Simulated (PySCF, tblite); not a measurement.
# C₅H₁₀BrFGe: geometry, infrared bands and NMR shifts

Wanted: the infrared bands and NMR shifts of C₅H₁₀BrFGe (`F[C@H]1C[CH2][Ge@H]([Br])[CH2]C1`), by calculation.

Programs: tblite 0.8.0 and PySCF 2.14.0, with density-fitted response routines of our own. Each step states its level of theory. These are calculated values for one molecule in the gas phase, unless marked as measured. Atoms are numbered from 0 throughout.

### 1 The starting structure

18 atoms, charge 0, multiplicity 1; geometry from: force field or distance geometry start.

Bonds of the start (Å): F0–C1 1.40, C1–C2 1.51, C2–C3 1.52, C3–Ge4 1.95, Ge4–Br5 2.33, Ge4–C6 1.95, C6–C7 1.52, C7–C1 1.53, C1–H8 1.11, C2–H9 1.10, C2–H10 1.12, C3–H11 1.13, C3–H12 1.11, Ge4–H13 1.54, C6–H14 1.11, C6–H15 1.09, C7–H16 1.09, C7–H17 1.11.

### 2 Optimising the geometry with GFN2-xTB

What the job is given:

```
{"job": {"kind": "relax", "xc": "GFN2-xTB", "basis": "xTB"}, "charge": 0, "multiplicity": 1}
F      0.700400    -1.322500     1.157600
C      0.730000    -1.154700    -0.234000
C     -0.712200    -1.180800    -0.668300
C     -1.568800    -0.397300     0.318600
Ge    -0.780500     1.362900     0.605300
Br    -1.362000     2.706700    -1.207700
C      1.148300     1.072400     0.608000
C      1.414400     0.165400    -0.580600
H      1.300800    -2.020000    -0.628300
H     -0.791200    -0.741100    -1.678600
H     -1.067100    -2.243700    -0.690800
H     -1.670900    -0.963200     1.291300
H     -2.584800    -0.258600    -0.094900
H     -1.261200     1.951500     1.944400
H      1.364500     0.489000     1.521500
H      1.732400     1.992100     0.601800
H      2.480900     0.024900    -0.775500
H      0.918400     0.523400    -1.501700
```

Started as:

```console
OMP_NUM_THREADS=1 python probes_run.py task.json out
```

This one command runs all jobs of the session in turn.

**Question.** This job is followed by: GFN2-xTB harmonic vibrations, gas phase; GIAO PBE0/pcSseg-1 NMR shielding, non-relativistic, gas phase. What will the session give for the following? strongest single infrared mode (GFN2-xTB); zero-point energy (GFN2-xTB); ¹³C shifts against TMS (PBE0/pcSseg-1, means over atoms taken as alike); ¹H shifts against TMS (PBE0/pcSseg-1, means over atoms taken as alike); ¹⁹F shifts against CFCl3 (PBE0/pcSseg-1); ⁷³Ge shifts against GeMe4 (PBE0/pcSseg-1); ⁷⁹Br shifts against HBr (PBE0/pcSseg-1); surface potential, 1st and 99th percentile.

**Answer**, as computed:

```
                                                               quantity                                   value
                              strongest single infrared mode (GFN2-xTB)                   1808 cm⁻¹, 423 km/mol
                                           zero-point energy (GFN2-xTB)                           86.4 kcal/mol
¹³C shifts against TMS (PBE0/pcSseg-1, means over atoms taken as alike)                    90.9, 31.7, 19.1 ppm
 ¹H shifts against TMS (PBE0/pcSseg-1, means over atoms taken as alike)  5.77, 5.05, 2.48, 1.91, 1.89, 1.39 ppm
                               ¹⁹F shifts against CFCl3 (PBE0/pcSseg-1)                              -235.0 ppm
                              ⁷³Ge shifts against GeMe4 (PBE0/pcSseg-1)                                  17 ppm
                                ⁷⁹Br shifts against HBr (PBE0/pcSseg-1)                                -176 ppm
                                  surface potential, 1st and 99th percentile                      -0.85 V and 0.97 V
```

In words: Relaxing lowered the energy by 0.421 eV in 70 steps; the close pair that moved most is C3–H11, from 1.130 to 1.089 Å. No mode is imaginary among the 48: a minimum at this level. The strongest single mode, at 1808 cm⁻¹, moves mainly H13. GFN2-xTB is a fitted tight-binding method: band positions and strengths are rough. Its intensities can rank the bands wrongly. The most deshielded carbon is C1 (sp3 CH bonded to F), at 90.9 ppm: deshielded by the electronegative neighbour. At PBE0/pcSseg-1: Shielding is most anisotropic at Br5 (span 346 ppm, paramagnetic term -326 ppm). Spin-orbit coupling is left out, which matters for shieldings and couplings at and beside the heavy atoms.
